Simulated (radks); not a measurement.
# Polarisabilities and dispersion coefficients of Cd⁺, Sr³⁺, Ti and others

Aim: static dipole polarisabilities and C6 coefficients, each species in its NIST ground configuration. After each ground state the linear response is solved; its values go to the run's result record, not to the log. Response by self-consistent Sternheimer equations with the Hartree and adiabatic LDA kernel.

Method: non-relativistic Kohn-Sham, LB94 model potential, spin-polarised, spherical densities, point nucleus; open shells are filled with parallel spins first. Code: radks (a radial shooting solver on a logarithmic mesh, Libxc functionals) version 1.

## 1. The system

| Property | Result |
| --- | --- |
| species | Cd⁺ ([Kr] 4d10 5s1), Sr³⁺ ([Ar] 3d10 4s2 4p5), Ti ([Ar] 3d2 4s2), Sn ([Kr] 4d10 5s2 5p2) |

In the logs a row gives level, spin channel, occupation and eigenvalue; Etot, Ekin, Encl (electron-nucleus), Eh (Hartree) and Exc are energies, all in hartree; err is the last residual, it the number of iterations.

LB94 adds a gradient term to the LDA potential that gives it a −1/r tail. It is a model potential with no energy functional, so Etot and Exc are not given.

## 2. Cd⁺, [Kr] 4d10 5s1

Input:

```text
Z 48
configuration [Kr] 4d10 5s1
relativity non-relativistic
functional lda,pw
model_potential LB94
spin polarised
nucleus point
response adiabatic LDA kernel
```

Standard output:

```text
1s      1   1.0000        -947.60539656
2s      1   1.0000        -138.62435568
2p      1   3.0000        -129.44507499
3s      1   1.0000         -26.41274330
3p      1   3.0000         -22.64169803
3d      1   5.0000         -15.64397087
4s      1   1.0000          -4.15952125
4p      1   3.0000          -2.95959513
4d      1   5.0000          -1.03509729
5s      1   1.0000          -0.66784849
1s      2   1.0000        -947.60369702
2s      2   1.0000        -138.62332752
2p      2   3.0000        -129.44428604
3s      2   1.0000         -26.41208198
3p      2   3.0000         -22.64104641
3d      2   5.0000         -15.64320775
4s      2   1.0000          -4.15712821
4p      2   3.0000          -2.95882465
4d      2   5.0000          -1.04165654
5s      2   0.0000          -0.69196754
Etot None
Ekin 5481.596832650114
Encl -13022.227424714692
Eh 2224.780411146503
Exc None
err 6.958467760111423e-09
it 15
```

5s up is the highest filled level (-18.173 eV). The response step gives α = 20.40 bohr³ (32.28 without the induced potential) and C6 = 114.3 hartree bohr⁶.

From the orbitals of this run (lengths in bohr):

| level | occupation | energy (eV) | <r> | outermost maximum (interpolated) | 90 % within | nodes |
| --- | --- | --- | --- | --- | --- | --- |
| 4s up | 1 | -113.19 | 0.9096 | 0.820 | 1.32 | 3 |
| 4s down | 1 | -113.12 | 0.9105 | 0.820 | 1.33 | 3 |
| 4p up | 3 | -80.535 | 0.9737 | 0.855 | 1.44 | 2 |
| 4p down | 3 | -80.514 | 0.9756 | 0.856 | 1.45 | 2 |
| 4d down | 5 | -28.345 | 1.258 | 0.980 | 1.99 | 1 |
| 4d up | 5 | -28.166 | 1.248 | 0.977 | 1.97 | 1 |
| 5s down | 0 | -18.829 | 2.584 | 2.24 | 3.78 | 4 |
| 5s up | 1 | -18.173 | 2.602 | 2.24 | 3.82 | 4 |

Radial density 4πr²ρ:

| r (bohr) | 4πr²ρ (e/bohr) |
| --- | --- |
| 0.00139 | 1.655 |
| 0.00213 | 3.601 |
| 0.00328 | 7.652 |
| 0.00501 | 15.14 |
| 0.00771 | 27.74 |
| 0.0119 | 44.33 |
| 0.0181 | 57.77 |
| 0.0280 | 58.72 |
| 0.0427 | 52.39 |
| 0.0658 | 63.23 |
| 0.101 | 77.09 |
| 0.155 | 58.34 |
| 0.239 | 58.94 |
| 0.365 | 51.60 |
| 0.561 | 19.10 |
| 0.858 | 20.28 |
| 1.32 | 11.10 |
| 2.02 | 2.764 |
| 3.11 | 0.4982 |
| 4.79 | 0.03995 |

## 3. Sr³⁺, [Ar] 3d10 4s2 4p5

Changes since step 2:

```diff
@@ -1,3 +1,3 @@
-Z 48
-configuration [Kr] 4d10 5s1
+Z 38
+configuration [Ar] 3d10 4s2 4p5
 relativity non-relativistic
```

Standard output:

```text
1s      1   1.0000        -578.63422904
2s      1   1.0000         -78.83565294
2p      1   3.0000         -72.09157206
3s      1   1.0000         -13.39821903
3p      1   3.0000         -10.91251463
3d      1   5.0000          -6.40332938
4s      1   1.0000          -2.74728868
4p      1   3.0000          -2.10820440
1s      2   1.0000        -578.63465305
2s      2   1.0000         -78.83324068
2p      2   3.0000         -72.08748311
3s      2   1.0000         -13.39563580
3p      2   3.0000         -10.91052796
3d      2   5.0000          -6.40290280
4s      2   1.0000          -2.73709676
4p      2   2.0000          -2.09395339
Etot None
Ekin 3141.145572490913
Encl -7442.837464755949
Eh 1273.707922639981
Exc None
err 3.79513984353834e-09
it 15
```

Highest occupied level: 4p down at -56.979 eV. The response step gives α = 4.609 bohr³ (7.374 without the induced potential) and C6 = 19.21 hartree bohr⁶.

## 4. Ti, [Ar] 3d2 4s2

Changes since step 3:

```diff
@@ -1,3 +1,3 @@
-Z 38
-configuration [Ar] 3d10 4s2 4p5
+Z 22
+configuration [Ar] 3d2 4s2
 relativity non-relativistic
```

Standard output:

```text
1s      1   1.0000        -179.95047505
2s      1   1.0000         -20.17937860
2p      1   3.0000         -16.97885343
3s      1   1.0000          -2.46261939
3p      1   3.0000          -1.63018827
3d      1   2.0000          -0.37209780
4s      1   1.0000          -0.29295729
1s      2   1.0000        -179.95068712
2s      2   1.0000         -20.19026120
2p      2   3.0000         -16.98743150
3s      2   1.0000          -2.42222316
3p      2   3.0000          -1.59156996
3d      2   0.0000          -0.33675692
4s      2   1.0000          -0.25927285
Etot None
Ekin 853.1560027469114
Encl -2018.8427797180395
Eh 358.5289172300654
Exc None
err 8.393428463322212e-10
it 15
```

Highest occupied level: 4s down at -7.055 eV. The response step gives α = 82.87 bohr³ (152.5 without the induced potential) and C6 = 856.6 hartree bohr⁶.

## 5. Sn, [Kr] 4d10 5s2 5p2

Changes since step 4:

```diff
@@ -1,3 +1,3 @@
-Z 22
-configuration [Ar] 3d2 4s2
+Z 50
+configuration [Kr] 4d10 5s2 5p2
 relativity non-relativistic
```

Standard output:

```text
1s      1   1.0000       -1032.76034439
2s      1   1.0000        -153.00642048
2p      1   3.0000        -143.32475109
3s      1   1.0000         -29.83465060
3p      1   3.0000         -25.79658493
3d      1   5.0000         -18.28693829
4s      1   1.0000          -4.76963961
4p      1   3.0000          -3.43663179
4d      1   5.0000          -1.23198403
5s      1   1.0000          -0.52088640
5p      1   2.0000          -0.27997482
1s      2   1.0000       -1032.76045215
2s      2   1.0000        -153.00548504
2p      2   3.0000        -143.32328290
3s      2   1.0000         -29.83381124
3p      2   3.0000         -25.79561730
3d      2   5.0000         -18.28600628
4s      2   1.0000          -4.76646593
4p      2   3.0000          -3.43491390
4d      2   5.0000          -1.23614697
5s      2   1.0000          -0.53844630
5p      2   0.0000          -0.28948416
Etot None
Ekin 6041.114716221361
Encl -14351.924761931883
Eh 2447.017926572853
Exc None
err 7.5286620610606e-09
it 14
```

The top filled level is 5p up, -7.619 eV. The response step gives α = 51.37 bohr³ (78.75 without the induced potential) and C6 = 534.8 hartree bohr⁶.

## 6. Results

| species | −ε(HOMO) (eV) | α (bohr³) | α uncoupled (bohr³) | C6 (hartree bohr⁶) | C8 (hartree bohr⁸) | recommended α (bohr³) |
| --- | --- | --- | --- | --- | --- | --- |
| Cd⁺ | 18.173 | 20.40 | 32.28 | 114.3 | 3055 | - |
| Sr³⁺ | 56.979 | 4.609 | 7.374 | 19.21 | - | - |
| Ti | 7.055 | 82.87 | 152.5 | 856.6 | - | 87 |
| Sn | 7.619 | 51.37 | 78.75 | 534.8 | - | 53 |

**Reading.** Uncoupled leaves out the potential induced by the response; C6 and C8 are for like pairs. Ti is the most polarisable and Sr³⁺ the least, a factor 18.0 apart. For the pair Ti–Sr³⁺ the Casimir-Polder integral gives C6 = 90.48, the rule 2·Ca·Cb/(Ca·αb/αa + Cb·αa/αb) on the like-pair values 83.73. Against the recommended values (Schwerdtfeger and Nagle, 2023 table) the misses are Ti -5 %, Sn -3 %. C8 is given only where no p, d or f shell is open. For heavy and open-shell atoms this level can miss by tens of per cent.
